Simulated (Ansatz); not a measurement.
Write a Python script for the Python package of Ansatz (0.2.0) that makes a relaxation followed by a look at the electronic structure of Cs₃Pt, space group Pm-3m. Use (first run): LDA, PAW, the default cutoff (420 eV here), 4×4×4 k-points, cold smearing of 0.05 eV.

```cif
data_structure
_symmetry_space_group_name_H-M 'P 1'
_symmetry_Int_Tables_number 1
_cell_length_a 5.7777
_cell_length_b 5.7777
_cell_length_c 5.7777
_cell_angle_alpha 90.000
_cell_angle_beta 90.000
_cell_angle_gamma 90.000
_cell_volume 192.87
loop_
_atom_site_label
_atom_site_type_symbol
_atom_site_fract_x
_atom_site_fract_y
_atom_site_fract_z
_atom_site_occupancy
Cs1 Cs 0.00000 0.00000 0.50000 1
Cs2 Cs 0.00000 0.50000 0.00000 1
Cs3 Cs 0.50000 0.00000 0.00000 1
Pt1 Pt 0.50000 0.50000 0.50000 1
```

The script, `pipeline_cs3pt.py`:
```python
"""From the given cell of Cs3Pt to a relaxed cell, its gap and its density of states."""

import ansatz as az
import numpy as np
from pymatgen.core import Lattice, Structure
from pymatgen.io.ase import AseAtomsAdaptor

OCCUPATIONS = "cold"
WIDTH_EV = 0.05
EXTRA_BANDS = 6
MIXING_BETA = 0.3


def count_gap(report):
    # lowest empty less highest filled band, counting bands; zero where they overlap
    return max(report.get("gap_by_band_count_ev") or 0.0, 0.0)


def setup_for(crystal, spacing):
    return (
        crystal.calculation()
        .occupations(OCCUPATIONS, width=WIDTH_EV)
        .functional(az.Functional.LDA)
        .scf(extra_bands=EXTRA_BANDS)
        .mixing("msr1", beta=MIXING_BETA)
        .kpoints(spacing=spacing)
    )


def main() -> None:
    pmg_structure = Structure(
        Lattice([(5.777653, 0.0, 0.0), (0.0, 5.777653, 0.0), (0.0, 0.0, 5.777653)]),
        ["Cs", "Cs", "Cs", "Pt"],
        [
            (0.0, 0.0, 0.5),
            (0.0, 0.5, 0.0),
            (0.5, 0.0, 0.0),
            (0.5, 0.5, 0.5),
        ],
    )
    cell = az.Crystal.from_ase(AseAtomsAdaptor.get_atoms(pmg_structure))

    relaxed = setup_for(cell, 0.34).relax(cell=True, force_tolerance=0.01, max_steps=40).checkpoint(write="relax.run").run(threads=1)
    cell = np.asarray(relaxed.lattice.cell_ang)
    print("relaxed edges (A):", np.linalg.norm(cell, axis=1).round(4), " volume:", round(abs(np.linalg.det(cell)), 3), "A^3")
    for site in relaxed.lattice.sites:
        print(" ", site.symbol, np.round(site.position_frac, 4) + 0.0)

    final = az.Crystal.from_checkpoint("relax.run")
    outcome = setup_for(final, 0.26).functional("pbesol").stress().band_table().density_of_states(energy_step=0.05).run(threads=1)
    report = outcome.report
    dos = outcome.density_of_states()
    print(f"pressure at the relaxed cell {np.trace(report['stress_gpa']) / 3:.3f} GPa, gap by band count {count_gap(report):.3f} eV")
    if count_gap(report) == 0:
        print("states/eV at the Fermi level:", round(float(np.interp(dos.fermi_ev, dos.energies_ev, dos.spin_summed_g_bin_mean_per_ev)), 3))


if __name__ == "__main__":
    main()
```

Output of `python pipeline_cs3pt.py`:
```text
DeckWarning: basis.ecutwfc = 420 eV, auto-derived from the records' recommended cutoffs: set by Cs (normal level)
relaxed edges (A): [5.2193 5.2193 5.2193]  volume: 142.18 A^3
  Cs [0.  0.  0.5]
  Cs [0.  0.5 0. ]
  Cs [0.5 0.  0. ]
  Pt [0.5 0.5 0.5]
DeckWarning: crystal.checkpoint: the structure is that of relax.run, a `relax` run, at its step 6: its result, under lda at a charge of 0 e; 4 atoms read, 0 with a starting moment [...]
pressure at the relaxed cell 0.982 GPa, gap by band count 0.000 eV
states/eV at the Fermi level: 2.473
```
(Warnings from the package without file and line, shortened.)

Caveats:
- The settings weren't tested for convergence.
- The run is spin-unpolarised.
- For a metal this k-point mesh is coarse: on a finer one energies can move by several to tens of meV an atom and pressures by half a GPa or more, differences at one mesh by less.
- Only differences from the Fermi energy are physical; the zero of the scale is a convention.
- A gap by band count of zero or less means overlapping bands, a metal, and at an odd count of electrons it is no gap at all.
- This cell is a computed structure, which may not be the phase found in nature.
- Levels are Kohn-Sham eigenvalues on this mesh, without spin-orbit coupling.
- Where the second run takes another functional or mesh than the relaxation, its pressure isn't zero; pressure is positive in compression.
- The computed bands are complete only to about 2.3 eV above the Fermi level; beyond that the density of states is undercounted.
- The whole script took 22 s on 1 thread of Arm Neoverse V2 (shared host), peak memory 0.49 GiB.
